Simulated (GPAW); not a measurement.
Crystal: WS.

```
W S
1.0
     3.00789    0.00000    0.00000
     0.00000    3.00789    0.00000
     0.00000    0.00000    3.00789
W S
1 1
Direct
  0.50000 0.50000 0.50000
  0.00000 0.00000 0.00000
```

The cell was built by a generator and needn't be a form met in nature.

- Program: GPAW 26.7.0
- Task: relaxation of cell and atoms
- Functional: PBEsol
- Dispersion: D3(BJ)
- Potentials or basis: PAW data sets generated in the run's folder for this functional
- Cutoff: 600 eV
- Basis: pw
- k mesh: 9 × 9 × 9
- Occupations: fermi-dirac, width 0.05 eV
- Spin: no spin polarisation

At the start: pressure -15.0 GPa; volume 13.61 Å³/atom.

Question: How do energy, volume and symmetry change on relaxing?

Answer: Over 4 steps the energy falls by 37.9 meV/atom and the volume is 12.83 Å³/atom (-5.7 %); space group Pm-3m (No. 221, to 0.05 Å).

The path:
| step | energy change (eV) | largest force (eV/Å) | pressure (GPa) | volume (Å³) |
| --- | --- | --- | --- | --- |
| 1 | 0.0000 | 0.0000 | -14.95 | 27.21 |
| 2 | -0.0535 | 0.0000 | -8.60 | 26.48 |
| 3 | -0.0756 | 0.0000 | 0.77 | 25.58 |
| 4 | -0.0758 | 0.0000 | -0.03 | 25.65 |

Final structure:
```xyz
2
Lattice="2.9493 0.0000 0.0000 0.0000 2.9493 0.0000 0.0000 0.0000 2.9493" Properties=species:S:1:pos:R:3 pbc="T T T"
W     1.4746    1.4746    1.4746
S     0.0000    0.0000    0.0000
```

Caveat: later steps reuse the first step's grids; pairwise dispersion overbinds metals, which lowers pressure and volume.
